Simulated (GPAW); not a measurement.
# BiTe (Fm-3m) in GPAW: single point with LDA

Aim: the single point of BiTe with LDA.

Program: GPAW 26.7.0. These are calculated values, not measurements. Logs are shortened: lines on timing, memory, paths and dates and some standing lists are left out, and cuts for length are marked. The log counts tension as positive stress, the text compression.

## (1) Starting point

It takes space group Fm-3m (No. 225, cubic). Conventional cell: a = 6.470 Å, b = 6.470 Å, c = 6.470 Å, α = 90.00°, β = 90.00°, γ = 90.00°. Bi (site symmetry m-3m) has 6 Te at 3.23 Å as nearest neighbours. Te (site symmetry m-3m) is surrounded by 6 Bi at 3.23 Å.

## (2) Single point, LDA

File run.py:

```python
import spglib
from ase import Atoms
from ase.dft.bandgap import bandgap
from ase.io import read, write
from ase.units import GPa
from gpaw import GPAW, PW

atoms = read('BiTe.cif')
cell, positions, numbers = spglib.find_primitive(
    (atoms.cell[:], atoms.get_scaled_positions(), atoms.numbers), symprec=1e-4)
atoms = Atoms(numbers, cell=cell, scaled_positions=positions, pbc=True)

calc = GPAW(mode=PW(400),
            xc='LDA',
            kpts={'size': (6, 6, 6), 'gamma': True},
            occupations={'name': 'fermi-dirac', 'width': 0.05},
            nbands=20,
            maxiter=120,
            txt='gpaw.txt')
atoms.calc = calc
energy = atoms.get_potential_energy()
forces = atoms.get_forces()
stress = atoms.get_stress()
calc.write('gs.gpw')
write('result.traj', atoms)
print(f'Energy: {energy:.6f} eV')
print('Forces (eV/A):')
print(forces.round(4))
print('Stress (GPa):', (stress / GPa).round(3))
print('Fermi level:', round(calc.get_fermi_level(), 4), 'eV')
print(f'Gap: {bandgap(calc)[0]:.4f} eV, direct: {bandgap(calc, direct=True)[0]:.4f} eV')
```

File BiTe.cif:

```cif
data_BiTe
_cell_length_a 6.47000000
_cell_length_b 6.47000000
_cell_length_c 6.47000000
_cell_angle_alpha 90.00000000
_cell_angle_beta 90.00000000
_cell_angle_gamma 90.00000000
_space_group_name_H-M_alt 'Fm-3m'
_space_group_name_Hall '-F 4 2 3'
_space_group_IT_number 225
loop_
_space_group_symop_operation_xyz
'x,y,z'
'-x,-y,-z'
'-y,x,z'
'y,-x,-z'
'-x,-y,z'
'x,y,-z'
'y,-x,z'
'-y,x,-z'
'x,-y,-z'
'-x,y,z'
'-y,-x,-z'
'y,x,z'
'-x,y,-z'
'x,-y,z'
'y,x,-z'
'-y,-x,z'
'z,x,y'
'-z,-x,-y'
'z,-y,x'
'-z,y,-x'
'z,-x,-y'
'-z,x,y'
'z,y,-x'
'-z,-y,x'
'-z,x,-y'
'z,-x,y'
'-z,-y,-x'
'z,y,x'
'-z,-x,y'
'z,x,-y'
'-z,y,x'
'z,-y,-x'
'y,z,x'
'-y,-z,-x'
'x,z,-y'
'-x,-z,y'
'-y,z,-x'
'y,-z,x'
'-x,z,y'
'x,-z,-y'
'-y,-z,x'
'y,z,-x'
'-x,-z,-y'
'x,z,y'
'y,-z,-x'
'-y,z,x'
'x,-z,y'
'-x,z,-y'
'x,y+1/2,z+1/2'
'-x,-y+1/2,-z+1/2'
'-y,x+1/2,z+1/2'
[... 62 lines left out ...]
'-z+1/2,-x,-y+1/2'
'z+1/2,-y,x+1/2'
'-z+1/2,y,-x+1/2'
'z+1/2,-x,-y+1/2'
'-z+1/2,x,y+1/2'
'z+1/2,y,-x+1/2'
'-z+1/2,-y,x+1/2'
'-z+1/2,x,-y+1/2'
'z+1/2,-x,y+1/2'
'-z+1/2,-y,-x+1/2'
'z+1/2,y,x+1/2'
'-z+1/2,-x,y+1/2'
'z+1/2,x,-y+1/2'
'-z+1/2,y,x+1/2'
'z+1/2,-y,-x+1/2'
'y+1/2,z,x+1/2'
'-y+1/2,-z,-x+1/2'
'x+1/2,z,-y+1/2'
'-x+1/2,-z,y+1/2'
'-y+1/2,z,-x+1/2'
'y+1/2,-z,x+1/2'
'-x+1/2,z,y+1/2'
'x+1/2,-z,-y+1/2'
'-y+1/2,-z,x+1/2'
'y+1/2,z,-x+1/2'
'-x+1/2,-z,-y+1/2'
'x+1/2,z,y+1/2'
'y+1/2,-z,-x+1/2'
'-y+1/2,z,x+1/2'
'x+1/2,-z,y+1/2'
'-x+1/2,z,-y+1/2'
'x+1/2,y+1/2,z'
'-x+1/2,-y+1/2,-z'
'-y+1/2,x+1/2,z'
'y+1/2,-x+1/2,-z'
'-x+1/2,-y+1/2,z'
'x+1/2,y+1/2,-z'
'y+1/2,-x+1/2,z'
'-y+1/2,x+1/2,-z'
'x+1/2,-y+1/2,-z'
'-x+1/2,y+1/2,z'
'-y+1/2,-x+1/2,-z'
'y+1/2,x+1/2,z'
'-x+1/2,y+1/2,-z'
'x+1/2,-y+1/2,z'
'y+1/2,x+1/2,-z'
'-y+1/2,-x+1/2,z'
'z+1/2,x+1/2,y'
'-z+1/2,-x+1/2,-y'
'z+1/2,-y+1/2,x'
'-z+1/2,y+1/2,-x'
'z+1/2,-x+1/2,-y'
'-z+1/2,x+1/2,y'
'z+1/2,y+1/2,-x'
'-z+1/2,-y+1/2,x'
'-z+1/2,x+1/2,-y'
'z+1/2,-x+1/2,y'
'-z+1/2,-y+1/2,-x'
'z+1/2,y+1/2,x'
'-z+1/2,-x+1/2,y'
'z+1/2,x+1/2,-y'
'-z+1/2,y+1/2,x'
'z+1/2,-y+1/2,-x'
'y+1/2,z+1/2,x'
'-y+1/2,-z+1/2,-x'
'x+1/2,z+1/2,-y'
'-x+1/2,-z+1/2,y'
'-y+1/2,z+1/2,-x'
'y+1/2,-z+1/2,x'
'-x+1/2,z+1/2,y'
'x+1/2,-z+1/2,-y'
'-y+1/2,-z+1/2,x'
'y+1/2,z+1/2,-x'
'-x+1/2,-z+1/2,-y'
'x+1/2,z+1/2,y'
'y+1/2,-z+1/2,-x'
'-y+1/2,z+1/2,x'
'x+1/2,-z+1/2,y'
'-x+1/2,z+1/2,-y'
loop_
_atom_site_label
_atom_site_type_symbol
_atom_site_symmetry_multiplicity
_atom_site_Wyckoff_symbol
_atom_site_fract_x
_atom_site_fract_y
_atom_site_fract_z
_atom_site_occupancy
Bi1 Bi 4 a 0.0000000000 0.0000000000 0.0000000000 1
Te1 Te 4 b 0.5000000000 0.0000000000 0.0000000000 1
```

Potentials or basis: the program's PAW data sets (release 1.2.1) made for this functional, pw.

Started as:

```console
$ OMP_NUM_THREADS=1 python run.py
```

gpaw.txt:

```text
__  _  _
 | _ |_)|_||  |
 |__||  | ||/\| - 26.7.0

Input parameters:
  mode=PW(ecut=400.0),
  kpts=MonkhorstPack(size=(6, 6, 6), gamma=True),
  maxiter=120,
  nbands=20,
  occupations=Occupations(name='fermi-dirac', width=0.05),
  xc=XC(name='LDA')

Diagonalizing LCAO Hamiltonian
Converting LCAO to pw mode

                 Te

       Bi

Atoms  # Å, Bohr magnetons
|   | symbol |        x |        y |        z |    initial magnetic moments |
|---|--------|----------|----------|----------|-----------------------------|
| 0 |     Bi | 0.000000 | 0.000000 | 0.000000 | ( 0.0000,  0.0000,  0.0000) |
| 1 |     Te | 3.235000 | 3.235000 | 3.235000 | ( 0.0000,  0.0000,  0.0000) |

Unit cell  # Å
| periodic |        x |        y |        z |  lengths |    angles |
|----------|----------|----------|----------|----------|-----------|
|      yes | 0.000000 | 3.235000 | 3.235000 | 4.574981 | 60.000000 |
|      yes | 3.235000 | 0.000000 | 3.235000 | 4.574981 | 60.000000 |
|      yes | 3.235000 | 3.235000 | 0.000000 | 4.574981 | 60.000000 |

Number of symmetries: 48
Symmetry operations  # r_c * U_cc + t_c -> r_c
|    | kind |            matrix            |
|----|------|------------------------------|
|  0 |  σ   |  1, 0, 0,  1, 0,-1,  1,-1, 0 |
|  1 |  C2  |  1, 0, 0,  1,-1, 0,  1, 0,-1 |
|  2 |  E   |  1, 0, 0,  0, 1, 0,  0, 0, 1 |
|  3 |  σ   |  1, 0, 0,  0, 0, 1,  0, 1, 0 |
|  4 |  C4  |  1, 0,-1,  1, 0, 0,  1,-1, 0 |
|  5 |  S6  |  1, 0,-1,  1,-1, 0,  1, 0, 0 |
|  6 |  σ   |  1, 0,-1,  0, 1,-1,  0, 0,-1 |
|  7 |  C3  |  1, 0,-1,  0, 0,-1,  0, 1,-1 |
|  8 |  S6  |  1,-1, 0,  1, 0, 0,  1, 0,-1 |
|  9 |  C4  |  1,-1, 0,  1, 0,-1,  1, 0, 0 |
| 10 |  C3  |  1,-1, 0,  0,-1, 1,  0,-1, 0 |
| 11 |  σ   |  1,-1, 0,  0,-1, 0,  0,-1, 1 |
| 12 |  σ   |  0, 1, 0,  1, 0, 0,  0, 0, 1 |
| 13 |  C4  |  0, 1, 0,  0, 1,-1, -1, 1, 0 |
| 14 |  C3  |  0, 1, 0,  0, 0, 1,  1, 0, 0 |
| 15 |  S6  |  0, 1, 0, -1, 1, 0,  0, 1,-1 |
| 16 |  C2  |  0, 1,-1,  1, 0,-1,  0, 0,-1 |
| 17 |  σ   |  0, 1,-1,  0, 1, 0, -1, 1, 0 |
| 18 |  S4  |  0, 1,-1,  0, 0,-1,  1, 0,-1 |
| 19 |  C4  |  0, 1,-1, -1, 1, 0,  0, 1, 0 |
| 20 |  C3  |  0, 0, 1,  1, 0, 0,  0, 1, 0 |
| 21 |  σ   |  0, 0, 1,  0, 1, 0,  1, 0, 0 |
| 22 |  S6  |  0, 0, 1,  0,-1, 1, -1, 0, 1 |
| 23 |  C4  |  0, 0, 1, -1, 0, 1,  0,-1, 1 |
| 24 |  S4  |  0, 0,-1,  1, 0,-1,  0, 1,-1 |
| 25 |  C3  |  0, 0,-1,  0, 1,-1,  1, 0,-1 |
| 26 |  C2  |  0, 0,-1,  0,-1, 0, -1, 0, 0 |
| 27 |  S6  |  0, 0,-1, -1, 0, 0,  0,-1, 0 |
| 28 |  S4  |  0,-1, 1,  1,-1, 0,  0,-1, 0 |
| 29 |  C4  |  0,-1, 1,  0, 0, 1, -1, 0, 1 |
| 30 |  C2  |  0,-1, 1,  0,-1, 0,  1,-1, 0 |
| 31 |  σ   |  0,-1, 1, -1, 0, 1,  0, 0, 1 |
| 32 |  C3  |  0,-1, 0,  1,-1, 0,  0,-1, 1 |
| 33 |  S6  |  0,-1, 0,  0, 0,-1, -1, 0, 0 |
| 34 |  S4  |  0,-1, 0,  0,-1, 1,  1,-1, 0 |
| 35 |  C2  |  0,-1, 0, -1, 0, 0,  0, 0,-1 |
| 36 |  C2  | -1, 1, 0,  0, 1, 0,  0, 1,-1 |
| 37 |  S6  | -1, 1, 0,  0, 1,-1,  0, 1, 0 |
| 38 |  S4  | -1, 1, 0, -1, 0, 1, -1, 0, 0 |
| 39 |  C3  | -1, 1, 0, -1, 0, 0, -1, 0, 1 |
| 40 |  S6  | -1, 0, 1,  0, 0, 1,  0,-1, 1 |
| 41 |  C2  | -1, 0, 1,  0,-1, 1,  0, 0, 1 |
| 42 |  C3  | -1, 0, 1, -1, 1, 0, -1, 0, 0 |
| 43 |  S4  | -1, 0, 1, -1, 0, 0, -1, 1, 0 |
| 44 |  C2  | -1, 0, 0,  0, 0,-1,  0,-1, 0 |
| 45 |  i   | -1, 0, 0,  0,-1, 0,  0, 0,-1 |
| 46 |  σ   | -1, 0, 0, -1, 1, 0, -1, 0, 1 |
| 47 |  C2  | -1, 0, 0, -1, 0, 1, -1, 1, 0 |

BZ-sampling:
  Number of BZ points: 216
  Number of IBZ points: 16

  Monkhorst-Pack size: [6, 6, 6]
  Monkhorst-Pack shift: [0.08333333333333333, 0.08333333333333333, 0.08333333333333333]

K-points  # in reciprocal-cell coordinates
|     |                                coordinates |     weight |
|-----|--------------------------------------------|------------|
|   0 | (  0.00000000,   0.00000000,   0.00000000) | 0.00462963 |
|   1 | (  0.16666667,   0.16666667,   0.00000000) | 0.02777778 |
|   2 | (  0.16666667,   0.16666667,   0.16666667) | 0.03703704 |
|   3 | (  0.33333333,   0.16666667,   0.16666667) | 0.05555556 |
|   4 | (  0.33333333,   0.33333333,  -0.33333333) | 0.05555556 |
|   5 | (  0.33333333,   0.33333333,   0.00000000) | 0.02777778 |
|   6 | (  0.33333333,   0.33333333,   0.16666667) | 0.11111111 |
|   7 | (  0.33333333,   0.33333333,   0.33333333) | 0.03703704 |
|   8 | (  0.50000000,   0.33333333,  -0.33333333) | 0.11111111 |
|   9 | (  0.50000000,   0.33333333,  -0.16666667) | 0.05555556 |
| ... |                                            |            |
|  15 | (  0.50000000,   0.50000000,   0.50000000) | 0.01851852 |

Plane wave coefficients: 1247
Cutoff: 400.0 eV

Spin-components: 1 (collinear spins)
Bands:           20
Projectors:      11
Spin-degeneracy: 2
Datatype:        complex128

Parallelization:
  kpt:    1
  domain: 1
  band:   1

Density:
  Valence electrons: 21.0
  Components: 1
  Grid points: [24 24 24]
  Charge: 0.0  # |e|

Potential:
  Grid points: [24 24 24]

species:
  Bi:
    name:    Bismuth
    Z:       83.0
    valence: 15
    core:    68
    charge:  0.0  # [|e|]
    compensation charges:
      type: gauss
      rc: 0.38  # [Å]
      lmax: 2
    cutoffs:
      filter: 2.23  # [Å]
      core: 2.33  # [Å]
    projectors
    | kind |    occ | energy [eV] | rcut [Å] |
    |------|--------|-------------|----------|
    |   6s |  2.000 |     -14.665 |    1.286 |
    |   6p |  3.000 |      -4.777 |    1.275 |
    |   5d | 10.000 |     -27.225 |    1.349 |
    |    s |        |      12.546 |    1.286 |
    |    p |        |      22.434 |    1.275 |
    |    d |        |      -0.013 |    1.349 |

    Using partial waves for Bi as LCAO basis

  Te:
    name:    Tellurium
    Z:       52.0
    valence: 6
    core:    46
    charge:  0.0  # [|e|]
    compensation charges:
      type: gauss
      rc: 0.36  # [Å]
      lmax: 2
    cutoffs:
      filter: 2.09  # [Å]
      core: 3.17  # [Å]
    projectors
    | kind |    occ | energy [eV] | rcut [Å] |
    |------|--------|-------------|----------|
    |   5s |  2.000 |     -15.337 |    1.180 |
    |   5p |  4.000 |      -6.113 |    1.196 |
    |    s |        |      11.875 |    1.180 |
    |    p |        |      21.098 |    1.196 |
    |    d |        |       0.000 |    1.238 |

    Using partial waves for Te as LCAO basis

Reference energy: -769175.843818  # eV

eigensolver:
  PPCG
  Converge bands: occupied
  niter=2

density mixing:
  MSR1-Mixer
  Pratt-step length: 0.05
  Maximum mixing coefficient: 0.75
  Old densities: 10
  SVD Regularization: 0.005
  Good broyden scale: 1.0
  Trust region scale: 1.0
  Backstep threshold: 4.0
  History deletion threshold: 6.0
  Fourier metric: weight=20.0, sigma=0.015

occupation numbers:
  Fermi-Dirac:
    width: 0.0500  # eV

poisson solver:
  ecut: 3200.0  # eV

xc functional:
  name: None

convergence criteria:
- Maximum [total energy] change in last 3 cyles: 0.0005 eV / valence electron
- Maximum integral of absolute [dens]ity change: 0.0001 electrons / valence electron
- Maximum integral of absolute [eigenst]ate change: 4e-08 eV^2 / valence electron
maximum number of iterations: 120

SCF iterations
|iter     | |      energy | eigst |  dens |
|---------|-|-------------|-------|-------|
|iter:   1| |   -9.341966 | -0.43 |       |
|iter:   2| |   -9.340808 | -2.59 | -1.59 |
|iter:   3| |   -9.324063 | -3.41 | -1.62 |
|iter:   4| |   -9.325021 | -4.01 | -2.09 |
|iter:   5| |   -9.325164c| -4.60 | -2.58 |
|iter:   6| |   -9.325225c| -5.28 | -3.10 |
|iter:   7| |   -9.325232c| -6.25 | -3.91 |
|iter:   8| |   -9.325233c| -7.40 | -4.90c|
|iter:   9| |   -9.325233c| -7.52c| -5.03c|

Converged in 9 steps
Energy contributions relative to reference atoms: (reference = -769175.843818)

Energy contributions:
  Kinetic:          17.162399
  Coulomb:         -16.731627
  Zero:             -1.254608
  External:          0.000000
  Xc:               -8.492493
  Entropy:          -0.017805
  Spinorbit:         0.000000
  ----------------------------
  Free energy:      -9.334135
  Extrapolated:     -9.325233

dipole moment: (-25.333909, -25.333909, -25.333909)  # |e|*Ang

Fermi level: 5.946
Eigenvalues  # (at kpt = [0.000, 0.000, 0.000])
| band index |      eig [eV] | occ [0-2] |
|------------|---------------|-----------|
|          0 |       -17.127 |     2.000 |
|        ... |               |           |
|          2 |       -17.116 |     2.000 |
|          3 |       -17.116 |     2.000 |
|          4 |       -17.116 |     2.000 |
|          5 |        -7.439 |     2.000 |
|          6 |        -2.081 |     2.000 |
|          7 |         3.540 |     2.000 |
[... 8 lines left out ...]
|         16 |        12.142 |     0.000 |
|         17 |        12.605 |     0.000 |
|        ... |               |           |
|         19 |        12.863 |     0.000 |

No gap
No difference between direct/indirect transitions

Forces  # eV/Ang
|       x |       y |        z |
|---------|---------|----------|
| 0.00000 | 0.00000 |  0.00000 |  # Bi   0
| 0.00000 | 0.00000 | -0.00000 |  # Te   1

Stress tensor  # eV/Ang^3
|         x |         y |         z |
|-----------|-----------|-----------|
|  0.024063 |  0.000000 | -0.000000 |
|  0.000000 |  0.024063 | -0.000000 |
| -0.000000 | -0.000000 |  0.024063 |

# Writing to gs.gpw (mode='')
```

Run time: 9.5 s. Hardware: 1 thread of Arm Neoverse V2, shared host; peak memory 0.14 GiB.

These settings aren't checked as converged: the numbers below hold their error.

What came out:

* Free energy: -9.3341 eV
* Pressure: -3.9 GPa
* Band gap on the k mesh: none (metal or under the smearing width)

Caveat: the cutoff is short for stress and forces, so pressures can be off by a GPa or more; spin-orbit coupling is left out, which moves the levels of the heavy elements.
